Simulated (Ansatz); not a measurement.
# Ta3N (P-3m1) in Ansatz: a series of runs

One crystal, Ta3N, is run at these levels: PBEsol; tasks: density of states, phonons.

Everything below comes from runs of Ansatz 0.2.0. Logs are shortened: lines on timing, memory, paths and dates and some standing lists are left out, and cuts for length are marked.

## (1) The structure

It takes space group P-3m1 (No. 164, trigonal). Conventional cell: a = 3.032 Å, b = 3.032 Å, c = 7.524 Å, α = 90.00°, β = 90.00°, γ = 120.00°. Ta (site symmetry 3m) is surrounded by 3 N at 2.19 Å. Around Ta (site symmetry -3m) lie 12 Ta at 3.01 to 3.03 Å. Around N (site symmetry -3m) lie 6 Ta at 2.19 Å.

The cell comes from a database or a generator and needn't be the stable form of this composition.

## (2) Density of states, PBEsol

Input file input.yaml:

```yaml
crystal:
  lattice:
    - [3.0322239879, 0.0, 0.0]
    - [-1.516111994, 2.6259830035, 0.0]
    - [0.0, 0.0, 7.524137]
  atoms:
    - { symbol: Ta, position: [0.6666666667, 0.3333333333, 0.82607] }
    - { symbol: Ta, position: [0.3333333333, 0.6666666667, 0.17393] }
    - { symbol: Ta, position: [0.0, 0.0, 0.5] }
    - { symbol: "N", position: [0.0, 0.0, 0.0] }
kpoints:
  mp_grid: { grid: [10, 10, 4] }
scf:
  occupations: { method: fermi_dirac, width: 0.05 }
hamiltonian:
  xc: pbesol
  pseudopotentials: { kind: all_electron, datasets: crystal }
output:
  forces: true
  stress: true
  eigenvalues: true
  dos: { projected: false, de: 0.1, e_range: [-14, 10] }
```

Potentials or basis: all-electron PAW datasets made for the crystal.

Command:

```bash
$ ansatz run input.yaml --threads 2 --pin off --max-ram 8192MiB --backend cpu --events-out ev --progress --plain --runs-dir out
```

The program printed:

```text
Warning: RAYON_NUM_THREADS=2 ignored (pool sized by the plan → 2); use --threads N
hamiltonian.pseudopotentials.datasets: crystal makes datasets for this crystal and solves the spheres of its atoms anew in each pass: cutoff 480.0 eV, the density's 1920.0 eV; for an error of 0.50 meV an atom under PBE, 2.0 meV for the cell; an energy difference from a run of another recipe may be off by several times the error for the cell, under r2SCAN by more, where some 0.1 meV an atom stays at smaller errors; N in spheres of 0.884 Å, 5 of its electrons in bands; Ta in spheres of 1.296 Å, 27 of its electrons in bands
band count auto-derived: 56 (N_el = 86.0; filled up to band 43; 52 by the electrons, moments and atoms)
Engine: ansatz 0.2.0, aarch64-unknown-linux-gnu
Pseudopotentials: kind: all_electron
Pseudopotential: Ta, paw, valence charge 27, recommended cutoff 480 eV (normal), crystal/all_electron/pbesol/scalar/gaussian/Ta, Koelling and Harmon's equation, gaussian nucleus
Pseudopotential: N, paw, valence charge 5, recommended cutoff 480 eV (normal), crystal/all_electron/pbesol/scalar/gaussian/N, Koelling and Harmon's equation, gaussian nucleus
Functional definition: PBEsol
  exchange = pbesol_x
  correlation = pbesol_c
Crystal: 4 atoms, lattice volume = 59.911 Å³
Basis set: ecut = 480 eV, 1467 PW (Γ), exchange–correlation on 48×48×108 points (8 copies of the dense FFT grid, shifted against one another)
Bands: 56, of which v1, the nominal top of the filled ones, is band 43 counted from 1 (42 counted from 0)
Symmetry: 12 space group operations
Space group: P-3m1 (ITA 164), of the structure as read, at distance tolerance 3.9e-5 Å
k-points: 50 of 400
Non-local potential: Ta, projectors of the file, l = 0: 2, l = 1: 2, l = 2: 1, l = 3: 2
Non-local potential: N, projectors of the file, l = 0: 1, l = 1: 1
PAW form: soft (Blöchl's): semilocal exchange-correlation on the pseudo side does not see the compensation charge
PAW one-centre angular grid: Ta, 590 points (default); XC on its mesh's 1803 points in the sphere
PAW one-centre angular grid: N, 110 points (default); XC on its mesh's 1915 points in the sphere
Initial density: superposition of atomic densities (neutral atoms: chi_scale 0, normalization atom)
Initial wavefunctions: pseudopotential atomic-orbital guess
Functional: x = pbesol(κ = 0.804, μ = 0.12345679012345678), c = pbesol(β = 0.046)
iter 1 solved again at ethr=1.56e-2 eV; its pass at ethr=1.00e-1 eV (dr2=1.34e1 eV) is discarded
SCF iter   1: F=—  HF=-1274820.576471 eV  |F-HF|=—  |Δ(HF+E_count)|=         —  Δρ=1.32e-1  dr2=1.30e1  ethr=1.56e-2  ⟨swp⟩=2.0  Hψ=13182  notcnv=0
preconditioner: auto → Kerker (q_TF=auto, 2.898 Å⁻¹)  [metal: Δε(μ)=0.031 eV  Ē_g=23.144 eV  σ=0.050 eV  W_gap=0.15  n_scr=24 (ndim 8)  ℏωp=42.9 eV  f_vac=0.000  D(μ)=3.45/eV (n_scr^D=36)]
SCF iter   2: F=—  HF=-1274817.821505 eV  |F-HF|=—  |Δ(HF+E_count)|=    2.75e0  Δρ=5.93e-2  dr2=2.67e0  ethr=1.51e-2  ⟨swp⟩=3.1  Hψ=5981  notcnv=0  defer=1
SCF iter   3: F=—  HF=-1274816.971593 eV  |F-HF|=—  |Δ(HF+E_count)|=   8.50e-1  Δρ=2.74e-2  dr2=4.54e-1  ethr=3.10e-3  ⟨swp⟩=3.0  Hψ=6420  notcnv=0
SCF iter   4: F=—  HF=-1274816.880493 eV  |F-HF|=—  |Δ(HF+E_count)|=   9.11e-2  Δρ=1.01e-2  dr2=4.95e-2  ethr=5.28e-4  ⟨swp⟩=3.1  Hψ=7073  notcnv=0
SCF iter   5: F=—  HF=-1274816.886148 eV  |F-HF|=—  |Δ(HF+E_count)|=   5.66e-3  Δρ=3.27e-3  dr2=1.12e-2  ethr=5.75e-5  ⟨swp⟩=3.1  Hψ=6076  notcnv=0
SCF iter   6: F=—  HF=-1274816.885091 eV  |F-HF|=—  |Δ(HF+E_count)|=   1.06e-3  Δρ=1.15e-3  dr2=1.82e-3  ethr=1.30e-5  ⟨swp⟩=2.3  Hψ=5024  notcnv=0
SCF iter   7: F=—  HF=-1274816.888107 eV  |F-HF|=—  |Δ(HF+E_count)|=   3.02e-3  Δρ=4.27e-4  dr2=2.97e-4  ethr=2.11e-6  ⟨swp⟩=3.0  Hψ=6137  notcnv=0
SCF iter   8: F=—  HF=-1274816.888161 eV  |F-HF|=—  |Δ(HF+E_count)|=   5.41e-5  Δρ=4.89e-4  dr2=3.35e-4  ethr=3.46e-7  ⟨swp⟩=3.0  Hψ=5859  notcnv=0
SCF iter   9: F=—  HF=-1274816.887949 eV  |F-HF|=—  |Δ(HF+E_count)|=   2.12e-4  Δρ=2.11e-4  dr2=4.47e-5  ethr=3.46e-7  ⟨swp⟩=3.0  Hψ=5397  notcnv=0
iter 10 solved again at ethr=4.50e-9 eV; its pass at ethr=5.20e-8 eV (dr2=3.87e-6 eV) is discarded
SCF iter  10: F=—  HF=-1274816.887914 eV  |F-HF|=—  |Δ(HF+E_count)|=   3.53e-5  Δρ=6.19e-5  dr2=3.88e-6  ethr=4.50e-9  ⟨swp⟩=2.0  Hψ=11589  notcnv=0
SCF iter  11: F=—  HF=-1274816.887804 eV  |F-HF|=—  |Δ(HF+E_count)|=   1.10e-4  Δρ=2.54e-5  dr2=8.50e-7  ethr=4.50e-9  ⟨swp⟩=3.0  Hψ=6020  notcnv=0
SCF iter  12: F=-1274816.887803 eV  HF=-1274816.887803 eV  |F-HF|=1.91e-8  |Δ(HF+E_count)|=   2.15e-7  Δρ=5.02e-6  dr2=2.49e-8  ethr=9.89e-10  ⟨swp⟩=3.0  Hψ=5363  notcnv=0
SCF 1 converged in 12 iterations: F = -1274816.887804 eV  dr2 = 2.49e-8
  Residual-converged pass: ⟨swp⟩=3.0  Hψ=5219  notcnv=0  max |occ|·‖R‖ = 6.6e-6 eV (tolerance 6.7e-6 eV)  dr2=2.47e-8  dr2_onsite=1.36e-8  max |Δocc| = 1.0e-9
SCF converged after 12 iterations
Free energy (F): -1274816.887804 eV
Harris-Foulkes:  -1274816.887804 eV  (|F-HF|=1.91e-8)
Internal energy: -1274816.862624 eV  (E = F + TS)
E sigma→0 (E₀):  -1274816.875214 eV
Entropy (-TS):   -0.025180 eV (-6.295 meV/atom)
Past the cutoff: the bands carry plane waves up to 1.75 times it, of which those up to 1.5 times it add -0.000416 eV an atom, each by itself; the spheres take 0.000308 eV an atom off the energy for waves past 1.75 times it
By the cutoff:   a pressure is off by up to 0.008 GPa (1.2 times the spheres' own share and the shells' term, over an atom's volume, and 0.004 GPa: a bound that held against runs at twice the plane waves)
Past the cutoffs: a stress includes 0.0029 GPa for waves and charges beyond them, in addition to the slope of what the spheres take
In the spheres:  the bands' charges fall short by 3.4e-6 e at most (sound up to 1e-3)
Fermi energy:    24.278663 eV
--- Per-component energies (eV) ---
  E_band       = 124.880154
  E_kinetic    = 1060.049973
  E_local      = -12952.892887  (includes V_loc(G=0)·N_el)
  E_nonlocal   = -6686.476984
  E_hartree    = 6580.641646
  E_xc         = -366.189976
  E_vxc        = -478.566436  (∫ρ·V_xc dr)
  E_paw        = -1299389.544187  (= ΣΔE_a)
  E_vpaw       = -48314.735185  (= ΣTr[D̂ρ^β])
  E_ewald      = -17398.675307
  E_smearing   = -0.025180  (= −TS)
  E_closure    = 54336.225097  (closes the sum)
  Σ components = -1274816.887804   (vs F -1274816.887804, Δ=0.00e0)
  The terms above E_closure are by the made datasets' own strengths, without shells solved beside the bands.
--- Forces (eV/Å), atoms counted from 1 ---
  atom   1  Ta    -0.00000000    -0.00000000     0.39482779
  atom   2  Ta     0.00000000     0.00000000    -0.39482779
  atom   3  Ta     0.00000000     0.00000000     0.00000000
  atom   4  N     -0.00000000    -0.00000000     0.00000000
  max |Σ_I F_I| component: 3.70e-17 eV/Å
--- Stress (GPa, compression-positive) ---
       -8.211865       0.000000      -0.000000
        0.000000      -8.211865       0.000000
       -0.000000       0.000000      -7.702294
  P = ⅓ Tr σ = -8.0420 GPa (-80.420 kbar)
--- Band table (eV; the first three rows and the last of 50) ---
  k-point 0: bands = ["-43.9668", "-43.9403", "-43.4011", "-10.8131", "-10.5258", "-10.1863", "-10.1863", "-10.1571", "-10.1571", "-9.7372", "-9.5591", "-9.5591", "4.1904", "4.2188", "4.2333", "4.2333", "4.2479", "4.2479", "4.2505", "4.2643", "4.2682", "4.2682", "4.2797", "4.2797", "4.2857", "4.2863", "4.7338", "4.7570", "4.7570", "4.7899", "4.7915", "4.7934", "4.7934", "7.3055", "15.7742", "17.5376", "18.8842", "18.8842", "20.7330", "22.9056", "23.7944", "23.7944", "23.9583", "24.5411", "24.5411", "25.2212", "26.1297", "26.1297", "26.5442", "26.5442"]
  k-point 1: bands = ["-43.9662", "-43.9409", "-43.4011", "-10.8648", "-10.4424", "-10.1878", "-10.1878", "-10.1555", "-10.1555", "-9.7696", "-9.5592", "-9.5592", "4.1905", "4.2188", "4.2334", "4.2334", "4.2479", "4.2479", "4.2506", "4.2642", "4.2680", "4.2680", "4.2798", "4.2798", "4.2857", "4.2863", "4.7338", "4.7570", "4.7570", "4.7899", "4.7915", "4.7934", "4.7934", "7.3147", "15.6087", "17.8157", "18.8811", "18.8811", "20.6572", "22.8663", "23.6229", "23.8905", "23.8905", "24.6618", "24.6618", "25.3805", "25.8120", "25.8120", "26.3036", "26.3036"]
  k-point 2: bands = ["-43.9656", "-43.9416", "-43.4011", "-10.9025", "-10.3678", "-10.1892", "-10.1892", "-10.1540", "-10.1540", "-9.8073", "-9.5593", "-9.5593", "4.1906", "4.2188", "4.2334", "4.2334", "4.2478", "4.2478", "4.2507", "4.2641", "4.2679", "4.2679", "4.2799", "4.2799", "4.2857", "4.2863", "4.7337", "4.7570", "4.7570", "4.7900", "4.7915", "4.7934", "4.7934", "7.3239", "15.4719", "18.0842", "18.8781", "18.8781", "20.5480", "23.0378", "23.1445", "24.0096", "24.0096", "24.8129", "24.8129", "25.5003", "25.5452", "25.5452", "26.0090", "26.0090"]
  k-point 49: bands = ["-43.8991", "-43.8959", "-43.3501", "-10.8471", "-10.7510", "-10.6763", "-10.5972", "-10.4214", "-10.4010", "-10.0264", "-9.9302", "-9.7601", "4.2048", "4.2360", "4.2365", "4.2498", "4.2517", "4.2538", "4.2545", "4.2561", "4.2602", "4.2621", "4.2629", "4.2683", "4.2812", "4.2824", "4.7460", "4.7613", "4.7652", "4.7692", "4.7780", "4.7817", "4.8084", "8.2567", "16.8242", "17.2768", "18.0967", "21.5350", "21.7701", "22.0867", "22.6176", "22.7618", "23.0347", "24.3417", "25.0874", "27.2034", "27.4375", "28.3633", "29.1148", "29.1339"]
```

Run time: 27 s. Hardware: 2 threads of Arm Neoverse V2, shared host; peak memory 1.1 GiB.

Results:

| Property | Result |
| --- | --- |
| Free energy | -1274816.8878 eV |
| Pressure | -8.0 GPa |
| Largest force | 0.395 eV/Å |
| Band gap on the k mesh | none (metal or under the smearing width) |

Forces in eV/Å, atoms in the order of the input:
```
Ta   0.000  0.000  0.395
Ta   0.000  0.000 -0.395
Ta   0.000  0.000  0.000
N    0.000  0.000  0.000
```

Levels at points of the mesh, in eV from the Fermi level:
```tsv
k point	band 39	band 40	band 41	band 42	band 43	band 44	band 45	band 46	band 47	band 48
(0.00, 0.00, 0.00)	-3.55	-1.37	-0.48	-0.48	-0.32	0.26	0.26	0.94	1.85	1.85
(0.00, 0.00, -0.50)	-3.73	-1.24	-1.13	-0.27	-0.27	0.53	0.53	1.22	1.27	1.27
(0.00, -0.50, 0.00)	-3.77	-3.12	-1.16	-0.51	0.19	0.68	0.89	3.48	4.00	4.35
(0.00, -0.50, -0.50)	-3.69	-2.90	-1.31	-1.24	0.16	0.94	1.23	2.40	4.38	4.46
```

States per cell in windows of 0.5 eV (zero at the Fermi level; states under -8 eV left out):
```csv
from (eV),total
-8.0,1.27
-7.5,0.34
-7.0,1.46
-6.5,1.22
-6.0,1.09
-5.5,0.56
-5.0,0.26
-4.5,0.40
-4.0,0.73
-3.5,1.28
-3.0,1.77
-2.5,1.03
-2.0,1.65
-1.5,1.56
-1.0,1.64
-0.5,1.24
0.0,1.82
0.5,1.61
1.0,1.35
1.5,0.69
2.0,0.89
2.5,1.50
3.0,1.53
3.5,2.17
4.0,2.67
4.5,2.11
5.0,1.59
5.5,1.38
6.0,1.19
6.5,0.83
7.0,0.70
7.5,0.62
```

Caveat: the program warned that the printed levels may be off, so bands, gaps and densities of states are rough.

## (3) Phonons, PBEsol

input.yaml: that of step 2 with these lines changed.

```diff
@@ -16,7 +16,6 @@
   xc: pbesol
-  pseudopotentials: { kind: all_electron, datasets: crystal }
-output:
-  forces: true
-  stress: true
-  eigenvalues: true
-  dos: { projected: false, de: 0.1, e_range: [-14, 10] }
+  pseudopotentials: { kind: all_electron, lapw: { basis_error: 0.002 } }
+output: {}
+phonons:
+  method: fd
+  supercell: [1, 1, 1]
```

Potentials or basis: all-electron LAPW, scalar-relativistic.

Command:

```bash
$ ansatz run input.yaml --threads 2 --pin off --max-ram 8192MiB --backend cpu --events-out ev --progress --plain --runs-dir out
```

The program printed:

```text
Warning: RAYON_NUM_THREADS=2 ignored (pool sized by the plan → 2); use --threads N
LAPW: plane waves up to 9.722 Å⁻¹, error target 2.0e-3 eV per atom; small_component_spin mean_spin; N in spheres of 0.890 Å, 7 of its electrons in bands, Dirac shells []; Ta in spheres of 1.230 Å, 43 of its electrons in bands, Dirac shells [] (how accurate: hamiltonian.pseudopotentials.lapw.basis_error, Limitations)
[... 2 set-up lines as earlier in the session ...]
Pseudopotential: Ta, LAPW, valence charge 43, lapw/all_electron/scalar/gaussian/Ta, Koelling and Harmon's equation, gaussian nucleus
Pseudopotential: N, LAPW, valence charge 7, lapw/all_electron/scalar/gaussian/N, Koelling and Harmon's equation, gaussian nucleus
[... 120 lines left out ...]
  k-point 49: bands = ["-370.8948", "-370.8948", "-370.8948", "-370.8948", "-370.8872", "-370.8872", "-370.3937", "-370.3937", "-370.3715", "-352.4312", "-192.6780", "-192.6780", "-192.6780", "-192.6780", "-192.6664", "-192.6664", "-192.6664", "-192.6664", "-192.6591", "-192.6591", "-192.1808", "-192.1808", "-192.1596", "-192.1596", "-192.1393", "-43.8990", "-43.8959", "-43.3501", "-10.8472", "-10.7510", "-10.6763", "-10.5972", "-10.4213", "-10.4008", "-10.0265", "-9.9303", "-9.7599", "4.2050", "4.2361", "4.2367", "4.2500", "4.2521", "4.2540", "4.2548", "4.2565", "4.2606", "4.2623", "4.2631", "4.2687", "4.2818", "4.2831", "4.7458", "4.7613", "4.7653", "4.7689", "4.7786", "4.7823", "4.8093", "8.2565", "16.8242", "17.2767", "18.0967", "21.5350", "21.7701", "22.0867", "22.6176", "22.7618", "23.0348", "24.3417", "25.0874", "27.2035", "27.4375", "28.3634", "29.1149", "29.1338", "29.2143", "30.3204", "31.3628", "32.2018", "32.7417", "33.2667", "35.2043"]
--- Phonons: 4 displaced members + reference (amplitude 0.01 Å, Σ member SCF iterations 41) ---
  symmetry images taken by strict's conditions (phonons.symmetry_images: auto; settled by no image being taken that strict refuses)
  ASR residual: 5.255e-3 → 0.000e0 eV/Å²; symmetrization residual: 1.923e-3 eV/Å²
  largest component of a force at the reference: 4.0e-1 eV/Å
  ASR residual per site (eV/Å²): 2.89e-3 2.89e-3 5.25e-3 8.47e-4
  Γ frequencies (cm⁻¹): 0.00 0.00 0.00 35.98 35.98 90.63 90.63 159.37 175.31 490.25 490.25 547.28
  density of states and harmonic sums: on the 23×23×8 q-mesh, interpolated from the force constants of a 1×1×1 supercell (no non-analytic term)
  largest difference from the sums on the solved wave vectors: F 6.02e-1 eV, S 8.60e-4 and C_V 2.58e-4 eV/K
  zero-point energy: 0.144155 eV/cell   skipped modes (ω ≤ 0): 3   left out of the sums: 5.91e-5 of the cell's modes: C_V's classical limit lies that fraction below 3 k_B per atom; for a crystal, a wire or a layer, F and S can be off by more, and a phonons.interpolated_qmesh denser along its periods is the remedy for the sampling
```

phdos.tsv:

```text
# omega_inv_cm	omega_thz	g_bin_mean(omega)[modes/inv_cm]
# format = ansatz-phdos/2
# interpolated_qmesh = 23 23 8
# force_constants_supercell = 1 1 1
# lo_to_splitting: not included (the non-analytic LO-TO correction is not applied to the interpolated dynamical matrix; polar crystals: no LO-TO splitting at GAMMA, and LO and other optical branches, acoustic branches and sound speeds, and with them the density of states and the thermodynamics, can be off between the wave vectors that the force constants were sampled on, most near GAMMA; a larger extent of the force constants narrows that region and is not shown to mend the acoustic slopes)
# g_bin_mean(omega): the modes in a bin one row spacing wide, centred on omega, divided by that spacing. A flat band (one whose frequency is the same at every q-point) is counted whole in the row whose bin holds it (on the edge of two bins, in the lower row). The modes of the run's own cell are the sum of g_bin_mean times the row spacing in inv_cm (a plain sum, not the trapezoid rule); for a one-atom cell on a GAMMA-only q-mesh every row is zero, so that sum is 0, not 3
0.000000	0.000000	3.405717e-7
1.094563	0.032814	8.854863e-6
2.189126	0.065628	3.337602e-5
3.283689	0.098443	7.424462e-5
4.378252	0.131257	1.314607e-4
5.472815	0.164071	2.050241e-4
[... 493 lines left out ...]
546.186977	16.374274	5.292608e-2
547.281540	16.407088	2.213813e-2
```

phthermo.tsv:

```text
# format = ansatz-phthermo/1
# interpolated_qmesh = 23 23 8
# force_constants_supercell = 1 1 1
# non_analytic_term = not included (the non-analytic LO-TO correction is not applied to the interpolated dynamical matrix; polar crystals: no LO-TO splitting at GAMMA, and LO and other optical branches, acoustic branches and sound speeds, and with them the density of states and the thermodynamics, can be off between the wave vectors that the force constants were sampled on, most near GAMMA; a larger extent of the force constants narrows that region and is not shown to mend the acoustic slopes)
# zero_point_energy_ev = 1.4415489055e-1
# n_skipped_modes = 3
# share_of_modes_left_out = 5.9073724008e-5
# rigid_motions_known_by = geometry
# t_k	f_vib_ev	s_ev_per_k	c_v_ev_per_k
0.0000	1.4415489055e-1	0.0000000000e0	0.0000000000e0
10.0000	1.4412341069e-1	1.5537812088e-5	5.1628185705e-5
20.0000	1.4363427697e-1	8.7119310553e-5	1.6578159747e-4
30.0000	1.4232894479e-1	1.7554899931e-4	2.7762359023e-4
40.0000	1.4010449726e-1	2.6969344445e-4	3.7884048200e-4
50.0000	1.3693685349e-1	3.6340368864e-4	4.6081311986e-4
[... 93 lines left out ...]
990.0000	-1.7547846037e0	2.8193977087e-3	1.0213557147e-3
1000.0000	-1.7830299958e0	2.8296639172e-3	1.0216017882e-3
```

Wall time 15 min (2 threads of Arm Neoverse V2, shared host); peak memory 1.4 GiB.

Results:

- Free energy: -1274816.8854 eV
- Largest force: 0.395 eV/Å
- Band gap on the k mesh: none (metal or under the smearing width)
- Highest phonon frequency at Γ: 547 cm⁻¹

Forces on the atoms (eV/Å):
```
Ta   0.000  0.000  0.395
Ta   0.000  0.000 -0.395
Ta   0.000  0.000  0.000
N    0.000  0.000  0.000
```

Levels at points of the mesh, in eV from the Fermi level:
```csv
k point,band 64,band 65,band 66,band 67,band 68,band 69,band 70,band 71,band 72,band 73
"(0.00, 0.00, 0.00)",-3.55,-1.37,-0.48,-0.48,-0.32,0.26,0.26,0.94,1.85,1.85
"(0.00, 0.00, -0.50)",-3.73,-1.24,-1.13,-0.27,-0.27,0.53,0.53,1.22,1.27,1.27
"(0.00, -0.50, 0.00)",-3.77,-3.12,-1.16,-0.51,0.19,0.68,0.89,3.48,4.00,4.35
"(0.00, -0.50, -0.50)",-3.69,-2.90,-1.31,-1.24,0.16,0.94,1.23,2.40,4.38,4.46
```

Phonon frequencies in cm⁻¹ (negative: imaginary):
```tsv
q point	frequencies
(0.000, 0.000, 0.000)	0 0 0 36 36 91 91 159 175 490 490 547
```

Caveat: a metal's response needs a denser mesh. Spin-orbit coupling is left out, which matters for the levels of Ta.
